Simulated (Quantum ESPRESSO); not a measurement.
**SnSe: single point with PBEsol**

Crystal: SnSe.

```
Sn Se
1.0
     0.00000    3.01000    3.01000
     3.01000    0.00000    3.01000
     3.01000    3.01000    0.00000
Sn Se
1 1
Direct
  0.00000 0.00000 0.00000
  0.50000 0.50000 0.50000
```

Measurements of this composition are mostly on another form, of space group No. 62.

```yaml
Program: Quantum ESPRESSO 7.5
Task: single point
Functional: PBEsol
Potentials_or_basis: GBRV 1.5 PBEsol
Cutoff: 925 eV
Density_cutoff: 7401 eV
k_mesh: 8 × 8 × 8
Occupations: fermi-dirac, width 0.05 eV
Spin: no spin polarisation
Mixing_beta: 0.5
Most_SCF_iterations: 120
SCF_threshold: 4e-10 Ry
```

The pressure is -2.1 GPa and the band gap on the k mesh is 0.65 eV, direct.

Levels at points of the mesh, in eV from the valence-band top:
```
             k point  band 7  band 8  band 9  band 10  band 11  band 12  band 13  band 14
  (0.00, 0.00, 0.00)   -5.03   -2.09   -2.09    -2.09     4.37     4.37     4.37     5.90
 (0.00, 0.00, -0.50)   -7.99   -1.85   -1.85     0.00     0.65     1.30     1.30     8.20
(0.00, -0.50, -0.50)   -5.96   -5.42   -3.56    -3.56     3.01     5.41     5.41     6.02
```

Run time: 31 s on 2 MPI ranks on Arm Neoverse V1, on a shared host, peak memory 0.42 GiB a rank.

Caveat: spin-orbit coupling is left out, which moves the levels of the heavy elements. A k mesh can miss the band edges.
